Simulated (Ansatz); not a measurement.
# GaHClO+ (quintet): the correlation ladder, cc-pVDZ

How much of the correlation energy of GaHClO+ (quintet) does each wave-function method recover here?

Method: cc-pVDZ, core rule «outside noble gas», up to 20 orbitals frozen; program: Ansatz 0.2.0, Gaussian basis.

Plan: UHF; CCSD(T) on ROHF; CCSD(T) on UHF; BCCD(T) on ROHF; CISD as a restricted active space (open shells left free, so some higher excitations enter); CCSDT(Q) on ROHF; CCSDT(Q) on UHF.

7 further runs of the same task are left out: 2 for a known fault of the program, 5 set aside as unsound or not needed. Runs told in other sessions of the task aren't counted.

**1. What is computed**

The geometry is a PBE0/def2-TZVP stationary point (not a proven minimum) of the parent state, kept for this charge and spin. No spin-orbit coupling is included. The filled d shell of Ga may be among the frozen orbitals whatever the setting's name suggests.

4 atoms, charge 1, spin multiplicity 5.

Atoms are counted from 1 here; the program's logs count them from 0.

Bond lengths: Cl1–Ga2 2.280 Å, Ga2–O3 1.971 Å, O3–H4 0.970 Å. Angles: Cl1–Ga2–O3 70.4°, Ga2–O3–H4 107.7°.

**2. UHF**

in.yaml reads:

```yaml
crystal:
  periodic: [false, false, false]
  atoms:
    - {symbol: Cl, position_ang: [-0.003470, 0.176594, 1.536640]}
    - {symbol: Ga, position_ang: [-0.011408, 0.301246, -0.740313]}
    - {symbol: O, position_ang: [0.107147, -1.585274, -0.180991]}
    - {symbol: H, position_ang: [-0.789579, -1.886197, 0.033798]}
basis:
  gaussian: {orbitals: cc-pVDZ}
total_charge: 1
magnetization: {spin_polarized: true, initial_magnetization: 4}
hamiltonian: {xc: hf}
output: {orbitals: {seedname: orbitals}}
```

Command:

```console
$ ansatz run in.yaml --threads 1 --pin off --events-out ev --progress --plain --max-ram 2816MiB --backend cpu
```

The runs that follow: CCSD(T) on ROHF; CCSD(T) on UHF; BCCD(T) on ROHF; CISD as a restricted active space (open shells left free, so some higher excitations enter); CCSDT(Q) on ROHF; CCSDT(Q) on UHF.

Before running them: what should the planned runs give, taken together? Wanted: UCCSDT(Q) from the RHF energy; RMP2 from UCCSDT(Q); UMP2 from UCCSDT(Q); RCCSD from UCCSDT(Q); RCCSD(T) from UCCSDT(Q); UCCSD(T) from UCCSDT(Q); RCCSDT(Q) from UCCSDT(Q); T1 diagnostic.

As calculated:

| quantity | value |
| --- | --- |
| UCCSDT(Q) from the ROHF energy | -9.2132 eV |
| RMP2 from UCCSDT(Q) | +117.3 kJ/mol |
| UMP2 from UCCSDT(Q) | +117.1 kJ/mol |
| RCCSD from UCCSDT(Q) | +25.2 kJ/mol |
| RCCSD(T) from UCCSDT(Q) | +7.8 kJ/mol |
| UCCSD(T) from UCCSDT(Q) | +6.1 kJ/mol |
| RCCSDT(Q) from UCCSDT(Q) | +1.8 kJ/mol |
| levels within 1 kcal/mol (43 meV) | RCCSDT, UCCSDT, RCCSDT(Q) |
| T1 diagnostic | 0.031 |

RCCSD(T) misses by +7.8 kJ/mol, 0.9 % of the correlation energy. These misses are within one basis, not against nature; the frozen cores of restricted and unrestricted runs differ, which can shift their rows.
